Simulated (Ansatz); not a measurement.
# H4SO: the cost of one run

Method: DFT PBE+D3(BJ), scalar-relativistic, plane waves, PAW, in Ansatz 0.2.0.

## 1. The structure to begin with

Symmetry: F-43m, No. 216, cubic system. Conventional cell: a = 6.183 Å, b = 6.183 Å, c = 6.183 Å, α = 90.00°, β = 90.00°, γ = 90.00°. Around H (site symmetry 3m) lie 6 H at 2.17 to 2.20 Å. S (site symmetry -43m) has 12 H at 2.56 Å and 4 O at 2.68 Å in its first shell of neighbours. O (site symmetry -43m) has 12 H at 2.56 Å and 4 S at 2.68 Å in its first shell of neighbours.

Structure file:

```cif
data_structure
_symmetry_space_group_name_H-M 'P 1'
_symmetry_Int_Tables_number 1
_cell_length_a 4.3719
_cell_length_b 4.3719
_cell_length_c 4.3719
_cell_angle_alpha 60.000
_cell_angle_beta 60.000
_cell_angle_gamma 60.000
_cell_volume 59.09
loop_
_atom_site_label
_atom_site_type_symbol
_atom_site_fract_x
_atom_site_fract_y
_atom_site_fract_z
_atom_site_occupancy
H1 H 0.87722 0.37426 0.37426 1
H2 H 0.37426 0.37426 0.37426 1
H3 H 0.37426 0.87722 0.37426 1
H4 H 0.37426 0.37426 0.87722 1
S1 S 0.00000 0.00000 0.00000 1
O1 O 0.75000 0.75000 0.75000 1
```

Recipe of the guess: species swapped into a database cell of ErCdCu4 (F-43m, No. 216), with O on the Er sites, S on the Cd sites and H on the Cu sites. Its size is a rough estimate.

## 2. The guess as it stands, on a coarse mesh

input.yaml

```yaml
crystal:
  lattice:
    - [0.0, 3.09139857, 3.09139857]
    - [3.09139857, 0.0, 3.09139857]
    - [3.09139857, 3.09139857, 0.0]
  atoms:
    - { symbol: H, position: [0.87721997, 0.37426001, 0.37426001] }
    - { symbol: H, position: [0.37426001, 0.37426001, 0.37426001] }
    - { symbol: H, position: [0.37426001, 0.87721997, 0.37426001] }
    - { symbol: H, position: [0.37426001, 0.37426001, 0.87721997] }
    - { symbol: S, position: [0.0, 0.0, 0.0] }
    - { symbol: O, position: [0.75, 0.75, 0.75] }
basis:
  ecutwfc: 420
kpoints:
  mp_grid: { grid: [6, 6, 6] }
hamiltonian:
  xc: pbe
  dispersion: d3bj
scf:
  occupations: { method: gaussian, width: 0.1 }
  lower_state_search: "off"
output:
  forces: true
  stress: true
  eigenvalues: true
```

Command:

```bash
$ ansatz run input.yaml --threads 1 --pin off --max-ram 2560MiB --backend cpu --events-out ev --progress --plain --runs-dir out
```

Q: Estimate wall time and peak memory on 1 thread of Intel Xeon at 2.50GHz (Skylake/Cascade Lake), shared host.

About 2.6 s, with a peak of 0.32 GiB.
